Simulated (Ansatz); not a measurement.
Task: a single point from an input written key by key of C3H6AlNO, SMILES [CH3][Al]([CH3])[N]=C=O, with the Ansatz DFT code, driven from Python. Give the script and its output. Use: B97, cc-pVDZ basis, multiplicity 1.

The script reads `c3h6alno.yaml`:
```yaml
crystal:
  periodic: [false, false, false]
  atoms:
    - { symbol: C, position_ang: [-0.3356, -2.1707, -0.3282] }
    - { symbol: Al, position_ang: [-0.2631, -0.1688, -0.0174] }
    - { symbol: C, position_ang: [1.4893, 0.7227, 0.021] }
    - { symbol: "N", position_ang: [-1.7733, 0.8731, 0.2408] }
    - { symbol: C, position_ang: [-1.7655, 2.1054, 0.4331] }
    - { symbol: O, position_ang: [-1.6897, 3.3469, 0.6505] }
    - { symbol: H, position_ang: [-0.9508, -2.3089, -1.2547] }
    - { symbol: H, position_ang: [-0.8406, -2.5948, 0.5189] }
    - { symbol: H, position_ang: [0.6395, -2.5272, -0.4246] }
    - { symbol: H, position_ang: [1.6711, 1.1969, 1.0502] }
    - { symbol: H, position_ang: [2.3059, -0.0341, -0.1152] }
    - { symbol: H, position_ang: [1.5897, 1.5043, -0.7404] }
basis:
  gaussian: { orbitals: cc-pVDZ }
hamiltonian:
  xc: { name: B97 }
output:
  forces: true
```

`deck.py`:
```python
# -*- coding: utf-8 -*-
import ansatz as az
import numpy as np

session = az.Session.from_deck("c3h6alno.yaml")
rep = session.plan(threads=1).execute().report

for key in ("converged", "free_energy_ev", "reference_energy_ev", "n_frozen", "n_occupied", "n_virtual"):
    print(f"{key:22s} {rep[key]}")
symbols = ["C", "Al", "C", "N", "C", "O", "H", "H", "H", "H", "H", "H"]
field = rep["mean_field"]
print("<S^2> =", round(abs(field["state"]["spin_squared"]), 4), " all-electron relativity setting:", field["relativity"])
print("passes:", field["passes"])
if "symmetry" in field:
    print("occupied orbitals by irrep:", field["symmetry"]["occupied"])

forces = np.array(rep["forces_ev_ang"])
print("largest force", round(float(np.linalg.norm(forces, axis=1).max()), 4), "eV/A, rms", round(float(np.sqrt((forces ** 2).mean())), 4))
charges = rep["charge_distribution"]
dipole = np.array(charges["dipole_moment_e_ang"]) * 4.803205
print("dipole (D): {:.3f} {:.3f} {:.3f}, length {:.3f}".format(*dipole, np.linalg.norm(dipole)))
print("atom  Mulliken   Lowdin")
for symbol, m, l in zip(symbols, charges["mulliken_charges_e"], charges["lowdin_charges_e"]):
    print(f"{symbol:4s} {m:9.3f} {l:8.3f}")
```

```console
$ python deck.py
converged              True
free_energy_ev         -13341.197550106837
reference_energy_ev    -13341.197550106837
n_frozen               0
n_occupied             [26, 26]
n_virtual              [92, 92]
<S^2> = 0.0  all-electron relativity setting: none
passes: {'evaluations': 16, 'products': 12}
occupied orbitals by irrep: [{'A': 26}, {'A': 26}]
largest force 6.2799 eV/A, rms 1.5268
dipole (D): 1.392 -2.360 -0.474, length 2.781
atom  Mulliken   Lowdin
C       -0.246   -0.050
Al       0.536   -0.033
C       -0.271   -0.078
N       -0.388    0.115
C        0.280   -0.274
O       -0.234    0.128
H        0.059    0.046
H        0.051    0.023
H        0.041    0.003
H        0.063    0.053
H        0.049    0.035
H        0.059    0.031
```

Total energies depend on the basis set; only differences at equal settings carry meaning. The geometry is a force-field or estimated start, not a minimum of this method, and the basis set is short of its limit. The Löwdin charges here are taken after orthogonalising the functions within each atom; they differ from plain Löwdin charges, and their signs can be unphysical. The whole script took 14 s on 1 thread of Arm Neoverse V1, with other jobs on the host, peak memory 0.34 GiB.
